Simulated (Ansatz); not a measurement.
# BSiGeH (triplet): B2PLYP, RPA-PBE over vertical spin and charge gaps, cc-pVTZ

Aim: run BSiGeH (triplet) with these functionals over vertical spin and charge gaps, and hold them against the top wave-function level at the same points.

The runs use Ansatz 0.2.0, Gaussian basis; cc-pVTZ, all electrons in the functionals, frozen cores in the correlation of double hybrids and RPA.

The runs, in order: B2PLYP, RPA-PBE, at charge 0, triplet; charge 0, singlet; charge 0, quintet; charge 1, doublet; charge 1, quartet.

5 further runs of the same task are left out: 1 that didn't finish, 4 set aside as unsound or not needed.

### Step 1. The geometry

The geometry is a PBE0/def2-TZVP stationary point (not a proven minimum). No spin-orbit coupling is included. The filled d shell of Ge may be among the frozen orbitals whatever the setting's name suggests; the logs give the count.

4 atoms, charge 0, spin multiplicity 3.

Atoms are counted from 1 here; the program's logs count them from 0.

Bond lengths: B1–Si2 1.955 Å, B1–Ge3 2.037 Å, Si2–Ge3 2.247 Å, Si2–H4 1.493 Å. Angles: Si2–B1–Ge3 68.5°, B1–Si2–Ge3 57.5°, B1–Si2–H4 125.2°, Ge3–Si2–H4 177.3°, B1–Ge3–Si2 54.0°.

No dispersion term is added.

The geometry shown and the zero of energy belong to the point charge 0, triplet. The yardstick, UCCSD(T), and other wave-function levels (R restricted, U unrestricted, valence and pair active spaces) come from earlier runs.

### Step 2. B2PLYP, charge 0, triplet

The input, in.yaml:

```yaml
crystal:
  periodic: [false, false, false]
  atoms:
    - {symbol: B, position_ang: [0.000000, -1.455407, 0.585347]}
    - {symbol: Si, position_ang: [0.000000, 0.259390, 1.523825]}
    - {symbol: Ge, position_ang: [0.000000, 0.110375, -0.718019]}
    - {symbol: H, position_ang: [0.000000, 0.428237, 3.007464]}
basis:
  gaussian: {orbitals: cc-pVTZ}
magnetization: {spin_polarized: true, initial_magnetization: 2}
hamiltonian: {xc: {name: B2PLYP}}
correlation: {electrons: outside_noble_gas}
```

The run is started by

```sh
$ ansatz run in.yaml --threads 2 --pin off --events-out ev --progress --plain --max-ram 24576MiB --backend cuda --devices 0, --max-vram 18GiB
```

Standard output:

```text
Functional definition: B2PLYP
  name "B2PLYP"
  cite "Grimme, J. Chem. Phys. 124, 034108 (2006) doi:10.1063/1.2148954"
  cite "Becke, Phys. Rev. A 38, 3098 (1988) doi:10.1103/PhysRevA.38.3098"
  cite "Lee, Yang & Parr, Phys. Rev. B 37, 785 (1988) doi:10.1103/PhysRevB.37.785"
  parameter a = 0.53
  parameter c = 0.27
  exchange = (1 - a)*b88_x + a*exact_x
  correlation = (1 - c)*lyp_c + c*(mp2_os + mp2_ss)
753 factors; integrals over basis functions are off by at most 1.3e-3 eV
mean field evaluation 1: about -65065.5060 eV, gradient 1.6e1 eV
mean field evaluation 2: about -65065.6881 eV, gradient 1.6e1 eV
mean field evaluation 4: about -65067.5309 eV, gradient 2.4e0 eV
mean field evaluation 8: about -65067.6336 eV, gradient 3.0e-1 eV
mean field evaluation 16: about -65067.6373 eV, gradient 4.7e-3 eV
mean field evaluation 32: about -65066.8996 eV, gradient 3.8e0 eV
mean field -65067.63731103 eV, -2391.1915667515 hartree, gradient 8.8e-6 eV, S^2 2.033024; 4 other end points of the search recorded, 0 dependent functions left out
20 core orbitals not correlated: weight in the atoms' cores, before any rotation towards them, 0.999 or more for the frozen orbitals, at most 0.001 for the correlated occupied ones
reference -65067.63743831 eV, -2391.1915714293 hartree; 7, 5 occupied and 94, 96 virtual orbitals, 753 factors
second order -9.82840380 eV of doubles, -0.00000000 eV of singles
Total energy: -65070.29110734 eV, -2391.2890919673 hartree
```

It took 14 s on 1 × H100 (card shared with other runs) with 2 threads of AMD EPYC 7R13, shared host; peak host memory 0.78 GiB.

From the report: ⟨S²⟩ of the determinant 2.033 (pure triplet: 2.00).

### Step 3. B2PLYP, charge 0, singlet

Changes to in.yaml since step 2:

```diff
@@ -9,3 +9,3 @@
   gaussian: {orbitals: cc-pVTZ}
-magnetization: {spin_polarized: true, initial_magnetization: 2}
+magnetization: {spin_polarized: true, initial_magnetization: 0}
 hamiltonian: {xc: {name: B2PLYP}}
```

The run is started by

```sh
$ ansatz run in.yaml --threads 1 --pin off --events-out ev --progress --plain --max-ram 4096MiB --backend cpu
```

Standard output, cut to the lines that bear on the results:

```text
Functional definition: B2PLYP
  name "B2PLYP"
  cite "Grimme, J. Chem. Phys. 124, 034108 (2006) doi:10.1063/1.2148954"
  cite "Becke, Phys. Rev. A 38, 3098 (1988) doi:10.1103/PhysRevA.38.3098"
  cite "Lee, Yang & Parr, Phys. Rev. B 37, 785 (1988) doi:10.1103/PhysRevB.37.785"
[...]
753 factors; integrals over basis functions are off by at most 1.3e-3 eV
[...]
mean field -65067.44593852 eV, -2391.1845339418 hartree, gradient 9.0e-6 eV, S^2 0.815969; 10 other end points of the search recorded, 0 dependent functions left out
20 core orbitals not correlated: weight in the atoms' cores, before any rotation towards them, 0.999 or more for the frozen orbitals, at most 0.001 for the correlated occupied ones
reference -65067.44606797 eV, -2391.1845386990 hartree; 6, 6 occupied and 95, 95 virtual orbitals, 753 factors
second order -10.09631204 eV of doubles, -0.00000000 eV of singles
Total energy: -65070.17207223 eV, -2391.2847175075 hartree
```

Run time: 40 s. Hardware: 1 thread of AMD EPYC 7R13, shared host; peak memory 0.36 GiB.

From the report: ⟨S²⟩ of the determinant 0.816 (pure singlet: 0.00). The determinant is far from a pure spin state, so its energy mixes those of several spin states (harmless only where they are near-degenerate, as at dissociation).

From charge 0, triplet: +2.7 kcal/mol.

### Step 4. B2PLYP, charge 0, quintet

Changes to in.yaml since step 3:

```diff
@@ -9,3 +9,3 @@
   gaussian: {orbitals: cc-pVTZ}
-magnetization: {spin_polarized: true, initial_magnetization: 0}
+magnetization: {spin_polarized: true, initial_magnetization: 4}
 hamiltonian: {xc: {name: B2PLYP}}
```

The run is started by

```sh
$ ansatz run in.yaml --threads 2 --pin off --events-out ev --progress --plain --max-ram 24576MiB --backend cuda --devices 0, --max-vram 18GiB
```

Standard output, cut to the lines that bear on the results:

```text
Functional definition: B2PLYP
  name "B2PLYP"
  cite "Grimme, J. Chem. Phys. 124, 034108 (2006) doi:10.1063/1.2148954"
  cite "Becke, Phys. Rev. A 38, 3098 (1988) doi:10.1103/PhysRevA.38.3098"
  cite "Lee, Yang & Parr, Phys. Rev. B 37, 785 (1988) doi:10.1103/PhysRevB.37.785"
[...]
753 factors; integrals over basis functions are off by at most 1.3e-3 eV
[...]
mean field -65065.15371896 eV, -2391.1002964267 hartree, gradient 6.6e-6 eV, S^2 6.030839; 6 other end points of the search recorded, 0 dependent functions left out
20 core orbitals not correlated: weight in the atoms' cores, before any rotation towards them, 0.999 or more for the frozen orbitals, at most 0.001 for the correlated occupied ones
reference -65065.15384986 eV, -2391.1003012371 hartree; 8, 4 occupied and 93, 97 virtual orbitals, 753 factors
second order -8.59036030 eV of doubles, -0.00000000 eV of singles
Total energy: -65067.47324714 eV, -2391.1855375150 hartree
```

Wall time 9.5 s (1 × H100 (card shared with other runs) with 2 threads of AMD EPYC 7R13, shared host); peak host memory 0.79 GiB.

From the report: ⟨S²⟩ of the determinant 6.031 (pure quintet: 6.00).

From charge 0, triplet: +65.0 kcal/mol.

### Step 5. B2PLYP, charge 1, doublet

Changes to in.yaml since step 4:

```diff
@@ -9,3 +9,4 @@
   gaussian: {orbitals: cc-pVTZ}
-magnetization: {spin_polarized: true, initial_magnetization: 4}
+total_charge: 1
+magnetization: {spin_polarized: true, initial_magnetization: 1}
 hamiltonian: {xc: {name: B2PLYP}}
```

The command is unchanged.

Standard output, cut to the lines that bear on the results:

```text
Functional definition: B2PLYP
  name "B2PLYP"
  cite "Grimme, J. Chem. Phys. 124, 034108 (2006) doi:10.1063/1.2148954"
  cite "Becke, Phys. Rev. A 38, 3098 (1988) doi:10.1103/PhysRevA.38.3098"
  cite "Lee, Yang & Parr, Phys. Rev. B 37, 785 (1988) doi:10.1103/PhysRevB.37.785"
[...]
753 factors; integrals over basis functions are off by at most 1.3e-3 eV
[...]
mean field -65059.87628009 eV, -2390.9063541254 hartree, gradient 6.6e-6 eV, S^2 0.818301; 6 other end points of the search recorded, 0 dependent functions left out
20 core orbitals not correlated: weight in the atoms' cores, before any rotation towards them, 0.999 or more for the frozen orbitals, at most 0.001 for the correlated occupied ones
reference -65059.87641585 eV, -2390.9063591145 hartree; 6, 5 occupied and 95, 96 virtual orbitals, 753 factors
second order -9.76877575 eV of doubles, -0.00000000 eV of singles
Total energy: -65062.51398531 eV, -2391.0032880041 hartree
```

Wall time 12 s (1 × H100 (card shared with other runs) with 2 threads of AMD EPYC 7R13, shared host); peak host memory 0.79 GiB.

From the report: ⟨S²⟩ of the determinant 0.818 (pure doublet: 0.75).

From charge 0, triplet: +179.3 kcal/mol.

### Step 6. B2PLYP, charge 1, quartet

Changes to in.yaml since step 5:

```diff
@@ -10,3 +10,3 @@
 total_charge: 1
-magnetization: {spin_polarized: true, initial_magnetization: 1}
+magnetization: {spin_polarized: true, initial_magnetization: 3}
 hamiltonian: {xc: {name: B2PLYP}}
```

Same command.

Standard output, cut to the lines that bear on the results:

```text
Functional definition: B2PLYP
  name "B2PLYP"
  cite "Grimme, J. Chem. Phys. 124, 034108 (2006) doi:10.1063/1.2148954"
  cite "Becke, Phys. Rev. A 38, 3098 (1988) doi:10.1103/PhysRevA.38.3098"
  cite "Lee, Yang & Parr, Phys. Rev. B 37, 785 (1988) doi:10.1103/PhysRevB.37.785"
[...]
753 factors; integrals over basis functions are off by at most 1.3e-3 eV
[...]
mean field -65059.36972444 eV, -2390.8877385485 hartree, gradient 7.7e-6 eV, S^2 3.773748; 2 other end points of the search recorded, 0 dependent functions left out
20 core orbitals not correlated: weight in the atoms' cores, before any rotation towards them, 0.999 or more for the frozen orbitals, at most 0.001 for the correlated occupied ones
reference -65059.36986063 eV, -2390.8877435532 hartree; 7, 4 occupied and 94, 97 virtual orbitals, 753 factors
second order -7.96658989 eV of doubles, -0.00000000 eV of singles
Total energy: -65061.52083990 eV, -2390.9667905835 hartree
```

Wall time 11 s (1 × H100 (card shared with other runs) with 2 threads of AMD EPYC 7R13, shared host); peak host memory 0.79 GiB.

From the report: ⟨S²⟩ of the determinant 3.774 (pure quartet: 3.75).

From charge 0, triplet: +202.2 kcal/mol.

### Step 7. RPA-PBE, charge 0, triplet

Changes to in.yaml since step 6:

```diff
@@ -9,5 +9,4 @@
   gaussian: {orbitals: cc-pVTZ}
-total_charge: 1
-magnetization: {spin_polarized: true, initial_magnetization: 3}
-hamiltonian: {xc: {name: B2PLYP}}
-correlation: {electrons: outside_noble_gas}
+magnetization: {spin_polarized: true, initial_magnetization: 2}
+hamiltonian: {xc: {name: PBE}}
+correlation: {method: rpa, electrons: outside_noble_gas}
```

Launched as before.

Standard output, cut to the lines that bear on the results:

```text
Functional definition: PBE
  name "PBE"
  cite "Perdew, Burke & Ernzerhof, Phys. Rev. Lett. 77, 3865 (1996) doi:10.1103/PhysRevLett.77.3865"
  parent pbe
[...]
753 factors; integrals over basis functions are off by at most 1.3e-3 eV
[...]
mean field -65072.08195892 eV, -2391.3549045491 hartree, gradient 3.4e-6 eV, S^2 2.012469; 4 other end points of the search recorded, 0 dependent functions left out
20 core orbitals not correlated: weight in the atoms' cores, before any rotation towards them, 0.998 or more for the frozen orbitals, at most 0.001 for the correlated occupied ones
reference -65019.72106389 eV, -2389.4306771482 hartree; 7, 5 occupied and 94, 96 virtual orbitals, 753 factors
Total energy: -65033.78932373 eV, -2389.9476761613 hartree
```

It took 17 s on 1 × H100 (card shared with other runs) with 2 threads of AMD EPYC 7R13, shared host; peak host memory 0.84 GiB.

From the report: ⟨S²⟩ of the determinant 2.012 (pure triplet: 2.00).

### Step 8. RPA-PBE, charge 0, singlet

Changes to in.yaml since step 7:

```diff
@@ -9,3 +9,3 @@
   gaussian: {orbitals: cc-pVTZ}
-magnetization: {spin_polarized: true, initial_magnetization: 2}
+magnetization: {spin_polarized: true, initial_magnetization: 0}
 hamiltonian: {xc: {name: PBE}}
```

The run is started by

```sh
$ ansatz run in.yaml --threads 1 --pin off --events-out ev --progress --plain --max-ram 4096MiB --backend cpu
```

Standard output, cut to the lines that bear on the results:

```text
Functional definition: PBE
  name "PBE"
  cite "Perdew, Burke & Ernzerhof, Phys. Rev. Lett. 77, 3865 (1996) doi:10.1103/PhysRevLett.77.3865"
  parent pbe
[...]
753 factors; integrals over basis functions are off by at most 1.3e-3 eV
[...]
mean field -65072.01504164 eV, -2391.3524453844 hartree, gradient 3.8e-6 eV, S^2 0.759412; 13 other end points of the search recorded, 0 dependent functions left out
20 core orbitals not correlated: weight in the atoms' cores, before any rotation towards them, 0.999 or more for the frozen orbitals, at most 0.001 for the correlated occupied ones
reference -65019.21729258 eV, -2389.4121638941 hartree; 6, 6 occupied and 95, 95 virtual orbitals, 753 factors
Total energy: -65033.72511227 eV, -2389.9453164336 hartree
```

Run time: 36 s. Hardware: 1 thread of AMD EPYC 7R13, shared host; peak memory 0.3 GiB.

From the report: ⟨S²⟩ of the determinant 0.759 (pure singlet: 0.00). The determinant is far from a pure spin state, so its energy mixes those of several spin states (harmless only where they are near-degenerate, as at dissociation).

From charge 0, triplet: +1.5 kcal/mol.

### Step 9. RPA-PBE, charge 0, quintet

Changes to in.yaml since step 8:

```diff
@@ -9,3 +9,3 @@
   gaussian: {orbitals: cc-pVTZ}
-magnetization: {spin_polarized: true, initial_magnetization: 0}
+magnetization: {spin_polarized: true, initial_magnetization: 4}
 hamiltonian: {xc: {name: PBE}}
```

The run is started by

```sh
$ ansatz run in.yaml --threads 2 --pin off --events-out ev --progress --plain --max-ram 24576MiB --backend cuda --devices 0, --max-vram 18GiB
```

Standard output, cut to the lines that bear on the results:

```text
Functional definition: PBE
  name "PBE"
  cite "Perdew, Burke & Ernzerhof, Phys. Rev. Lett. 77, 3865 (1996) doi:10.1103/PhysRevLett.77.3865"
  parent pbe
[...]
753 factors; integrals over basis functions are off by at most 1.3e-3 eV
[...]
mean field -65069.40229167 eV, -2391.2564285939 hartree, gradient 7.3e-6 eV, S^2 6.011152; 14 other end points of the search recorded, 0 dependent functions left out
20 core orbitals not correlated: weight in the atoms' cores, before any rotation towards them, 0.998 or more for the frozen orbitals, at most 0.001 for the correlated occupied ones
reference -65017.72235377 eV, -2389.3572259059 hartree; 8, 4 occupied and 93, 97 virtual orbitals, 753 factors
Total energy: -65031.08863695 eV, -2389.8484277529 hartree
```

Wall time 15 s (1 × H100 (card shared with other runs) with 2 threads of AMD EPYC 7R13, shared host); peak host memory 0.84 GiB.

From the report: ⟨S²⟩ of the determinant 6.011 (pure quintet: 6.00).

From charge 0, triplet: +62.3 kcal/mol.

### Step 10. RPA-PBE, charge 1, doublet

Changes to in.yaml since step 9:

```diff
@@ -9,3 +9,4 @@
   gaussian: {orbitals: cc-pVTZ}
-magnetization: {spin_polarized: true, initial_magnetization: 4}
+total_charge: 1
+magnetization: {spin_polarized: true, initial_magnetization: 1}
 hamiltonian: {xc: {name: PBE}}
```

Same command.

Standard output, cut to the lines that bear on the results:

```text
Functional definition: PBE
  name "PBE"
  cite "Perdew, Burke & Ernzerhof, Phys. Rev. Lett. 77, 3865 (1996) doi:10.1103/PhysRevLett.77.3865"
  parent pbe
[...]
753 factors; integrals over basis functions are off by at most 1.3e-3 eV
[...]
mean field -65064.22597226 eV, -2391.0662023641 hartree, gradient 5.3e-6 eV, S^2 0.765012; 16 other end points of the search recorded, 0 dependent functions left out
20 core orbitals not correlated: weight in the atoms' cores, before any rotation towards them, 0.998 or more for the frozen orbitals, at most 0.001 for the correlated occupied ones
reference -65012.03653836 eV, -2389.1482760437 hartree; 6, 5 occupied and 95, 96 virtual orbitals, 753 factors
Total energy: -65025.84909836 eV, -2389.6558782611 hartree
```

Wall time 16 s (1 × H100 (card shared with other runs) with 2 threads of AMD EPYC 7R13, shared host); peak host memory 0.84 GiB.

From the report: ⟨S²⟩ of the determinant 0.765 (pure doublet: 0.75).

From charge 0, triplet: +183.1 kcal/mol.

### Step 11. RPA-PBE, charge 1, quartet

Changes to in.yaml since step 10:

```diff
@@ -10,3 +10,3 @@
 total_charge: 1
-magnetization: {spin_polarized: true, initial_magnetization: 1}
+magnetization: {spin_polarized: true, initial_magnetization: 3}
 hamiltonian: {xc: {name: PBE}}
```

The command is unchanged.

Standard output, cut to the lines that bear on the results:

```text
Functional definition: PBE
  name "PBE"
  cite "Perdew, Burke & Ernzerhof, Phys. Rev. Lett. 77, 3865 (1996) doi:10.1103/PhysRevLett.77.3865"
  parent pbe
[...]
753 factors; integrals over basis functions are off by at most 1.3e-3 eV
[...]
mean field -65063.24040537 eV, -2391.0299834490 hartree, gradient 8.2e-6 eV, S^2 3.757507; 10 other end points of the search recorded, 0 dependent functions left out
20 core orbitals not correlated: weight in the atoms' cores, before any rotation towards them, 0.999 or more for the frozen orbitals, at most 0.001 for the correlated occupied ones
reference -65012.28411083 eV, -2389.1573741641 hartree; 7, 4 occupied and 94, 97 virtual orbitals, 753 factors
Total energy: -65024.77602084 eV, -2389.6164433896 hartree
```

Run time: 12 s. Hardware: 1 × H100 (card shared with other runs) with 2 threads of AMD EPYC 7R13, shared host; peak host memory 0.85 GiB.

From the report: ⟨S²⟩ of the determinant 3.758 (pure quartet: 3.75).

From charge 0, triplet: +207.9 kcal/mol.

### Step 12. The comparison

No level is safe as a reference over these points; UCCSD(T) serves as a yardstick only. It comes from earlier runs at the same points. Energies in kcal/mol, counted from charge 0, triplet; blanks weren't run or aren't comparable.

| level | triplet to singlet | triplet to quintet | ionisation to the doublet cation | ionisation to the quartet cation |
| --- | --- | --- | --- | --- |
| UCCSD(T) | 3.5 | 63.6 | 180.6 | 202.9 |
| B2PLYP | 2.7 | 65.0 | 179.3 | 202.2 |
| RPA-PBE | 1.5 | 62.3 | 183.1 | 207.9 |

Largest miss and mean time a point (UCCSD(T) took 21 s a point; shared hosts):

```
  level  largest miss (kcal/mol)                             where  time a point
 B2PLYP                     +1.4                triplet to quintet          17 s
RPA-PBE                     +5.0  ionisation to the quartet cation          19 s
```

### Step 13. What came out

```
                                  quantity                                             value
              triplet to singlet, UCCSD(T)                                      3.5 kcal/mol
              triplet to quintet, UCCSD(T)                                     63.6 kcal/mol
ionisation to the doublet cation, UCCSD(T)                                    180.6 kcal/mol
ionisation to the quartet cation, UCCSD(T)                                    202.9 kcal/mol
                      largest miss, B2PLYP                +1.4 kcal/mol (triplet to quintet)
                     largest miss, RPA-PBE  +5.0 kcal/mol (ionisation to the quartet cation)
```

What this shows: Of the functionals, B2PLYP keep the smallest largest miss at the points compared (at most 1.4 kcal/mol) and RPA-PBE strays most (5.0 kcal/mol, at ionisation to the quartet cation). B2PLYP, RPA-PBE clearly break the spin symmetry at some points (⟨S²⟩ up to 0.82 above the pure value), so energy there is bought with a mixed spin. Functionals and the yardstick converge differently with the basis, so part of each miss in cc-pVTZ is the basis. The yardstick itself may be off where one determinant is a poor start.
